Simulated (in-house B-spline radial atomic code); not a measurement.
# Ar⁶⁺: ionisation energy by several methods

How far do functionals differ on the ionisation energy of Ar⁶⁺? Each run solves Ar⁶⁺ and then the next ion ([Ne] 3s1).

Method: non-relativistic, several functionals, spin-polarised; spherical all-electron atom at the radial basis limit. Code: in-house B-spline radial atomic code version 1.

## (1) The system

```
element       : argon (Z = 18)
charge        : +6
electrons     : 12
configuration : [Ne] 3s2
nucleus       : point
```

The outer shells:

[Ne] 3s2
```
[Ne] core
3s [↑↓]
```

Where spins are not typed, each open shell is filled with up spins first.

## (2) RPBE, a GGA

Input settings:

```ini
Z = 18
electrons = 12.0
configuration = [Ne] 3s2
hamiltonian = nr
method = rpbe,pbe
spin_polarised = True
```

## (3) TPSSh, a global hybrid

Input settings:

```ini
Z = 18
electrons = 12.0
configuration = [Ne] 3s2
hamiltonian = nr
method = tpssh
spin_polarised = True
```

## (4) PBE, a GGA

Input settings:

```ini
Z = 18
electrons = 12.0
configuration = [Ne] 3s2
hamiltonian = nr
method = pbe,pbe
spin_polarised = True
```

## (5) BP86, a GGA

Input settings:

```ini
Z = 18
electrons = 12.0
configuration = [Ne] 3s2
hamiltonian = nr
method = b88,p86
spin_polarised = True
```

## (6) revTPSS, a meta-GGA

Input settings:

```ini
Z = 18
electrons = 12.0
configuration = [Ne] 3s2
hamiltonian = nr
method = revtpss,revtpss
spin_polarised = True
```

## (7) LC-ωPBE, a range-separated hybrid

Input settings:

```ini
Z = 18
electrons = 12.0
configuration = [Ne] 3s2
hamiltonian = nr
method = lc_wpbe
spin_polarised = True
```

## (8) LDA (VWN5)

Input settings:

```ini
Z = 18
electrons = 12.0
configuration = [Ne] 3s2
hamiltonian = nr
method = lda,vwn
spin_polarised = True
```

## (9) TPSS, a meta-GGA

Input settings:

```ini
Z = 18
electrons = 12.0
configuration = [Ne] 3s2
hamiltonian = nr
method = tpss,tpss
spin_polarised = True
```

Q: The tabulated ionisation energy is 124.41 ± 0.06 eV (semi-empirical; NIST Atomic Spectra Database). What does each method give, and which comes nearest?

The runs gave:

| method | rung | total energy (hartree) | ΔSCF (eV) | −ε highest (eV) | ΔSCF less tabulated (eV) |
| --- | --- | --- | --- | --- | --- |
| LDA (VWN5) | LDA | -514.5607 | 123.96 | 115.77 (3s up) | -0.45 |
| RPBE | GGA | -516.1487 | 123.78 | 115.53 (3s up) | -0.63 |
| PBE | GGA | -515.9883 | 123.88 | 115.64 (3s up) | -0.53 |
| BP86 | GGA | -516.2189 | 123.87 | 115.83 (3s up) | -0.54 |
| revTPSS | meta-GGA | -516.0195 | 123.34 | 115.76 (3s up) | -1.07 |
| TPSS | meta-GGA | -516.1975 | 123.49 | 115.74 (3s up) | -0.92 |
| TPSSh | global hybrid | -516.1918 | 123.44 | 116.48 (3s up) | -0.97 |
| LC-ωPBE | range-separated hybrid | -516.0262 | 123.84 | 120.86 (3s up) | -0.57 |

Against the tabulated ionisation energy, 124.41 ± 0.06 eV (semi-empirical; NIST Atomic Spectra Database), the best here is LDA (VWN5) (-0.45 eV) and the worst revTPSS (-1.07 eV, or 0.86 %). Mean absolute error by rung (exchange-only levels left out): LDA 0.45 eV, GGA 0.56 eV, meta-GGA 0.99 eV, global hybrid 0.97 eV, range-separated hybrid 0.57 eV. These runs lack relativity altogether, which can outweigh the gaps between the methods, so the nearest may be so by luck. PBE is off by -0.53 eV. For the semilocal functionals minus the highest level recovers only 93 to 94 % of their own ΔSCF value, a mark of self-interaction.
